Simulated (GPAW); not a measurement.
Here is a GPAW 26.7.0 calculation.

run.py

```python
import json
import numpy as np
from ase import Atoms
from ase.constraints import FixSymmetry
from ase.filters import FrechetCellFilter
from ase.io import read, write
from ase.optimize import BFGS
from phonopy import Phonopy
from phonopy.structure.atoms import PhonopyAtoms
from gpaw import GPAW, PW

atoms = read('POSCAR')
atoms.set_initial_magnetic_moments([1.0, 2.0])

calc = GPAW(mode=PW(600),
            xc='PBE',
            kpts={'size': (8, 8, 5), 'gamma': True},
            occupations={'name': 'fermi-dirac', 'width': 0.05},
            nbands=24,
            convergence={'density': 1e-06, 'eigenstates': 1e-09},
            maxiter=150,
            txt='gpaw.txt')
atoms.calc = calc
atoms.set_constraint(FixSymmetry(atoms))
BFGS(FrechetCellFilter(atoms), trajectory='relax.traj', logfile='-').run(fmax=0.005, steps=40)
atoms.set_constraint()
energy = atoms.get_potential_energy()
forces = atoms.get_forces()
stress = atoms.get_stress()
calc.write('gs.gpw')
write('result.traj', atoms)
print('Cell:', atoms.cell.cellpar().round(4))
print(atoms.get_scaled_positions().round(5))

def force_constants(scale):
    unit = PhonopyAtoms(symbols=atoms.get_chemical_symbols(), cell=atoms.cell[:] * scale**(1 / 3),
                        scaled_positions=atoms.get_scaled_positions(),
                        magnetic_moments=atoms.get_initial_magnetic_moments())
    ph = Phonopy(unit, supercell_matrix=np.diag([1, 1, 1]), primitive_matrix=np.eye(3), symprec=1e-4)
    ph.generate_displacements(distance=0.02)
    forces = []
    for i, sc in enumerate(ph.supercells_with_displacements):
        a = Atoms(sc.symbols, cell=sc.cell, scaled_positions=sc.scaled_positions, pbc=True,
                  magmoms=sc.magnetic_moments)
        c = GPAW(mode=PW(510),
                 xc='PBE',
                 kpts={'size': (8, 8, 5), 'gamma': True},
                 occupations={'name': 'fermi-dirac', 'width': 0.05},
                 nbands=24,
                 convergence={'density': 1e-06, 'eigenstates': 1e-09},
                 maxiter=150,
                 txt=f'disp-{scale:.3f}-{i:02d}.txt')
        a.calc = c
        f = a.get_forces()
        forces.append(f - f.mean(axis=0))
        print(f'displacement {i}: drift', f.mean(axis=0).round(5), flush=True)
    ph.forces = forces
    ph.produce_force_constants()
    ph.symmetrize_force_constants()
    return ph

qpoints = [[0.0, 0.0, 0.0]]
results = {}
for scale in [1.0]:
    ph = force_constants(scale)
    ph.run_qpoints(qpoints)
    nu = ph.qpoints.frequencies * 33.35641  # THz to cm^-1
    results[f'{scale:.3f}'] = nu.tolist()
    for qp, f in zip(qpoints, nu):
        print(scale, np.round(qp, 4), f.round(2))
json.dump(results, open('phonons.json', 'w'))
```

File POSCAR:

```
CoMo
1.0
    2.6949279053      0.0000000000      0.0000000000
   -1.3474639526      2.3338760273      0.0000000000
    0.0000000000      0.0000000000      4.1836180000
Mo Co
1 1
Direct
    0.3333333333      0.6666666667      0.0000000000
    0.6666666667      0.3333333333      0.5000000000
```

Potentials or basis: GPAW PAW data sets (gpaw-data 1.2.1), pw.

Command:

```sh
$ OMP_NUM_THREADS=1 python run.py
```

Problem. What does it give for the highest phonon frequency at Γ?

Solution. 228 cm⁻¹.

Problem. Estimate the space group after relaxing (to 0.05 Å).

Solution. P-6m2 (No. 187).

Phonon frequencies in cm⁻¹ (negative: imaginary):
```csv
q point,frequencies
"(0.000, 0.000, 0.000)",0 0 0 157 157 228
```
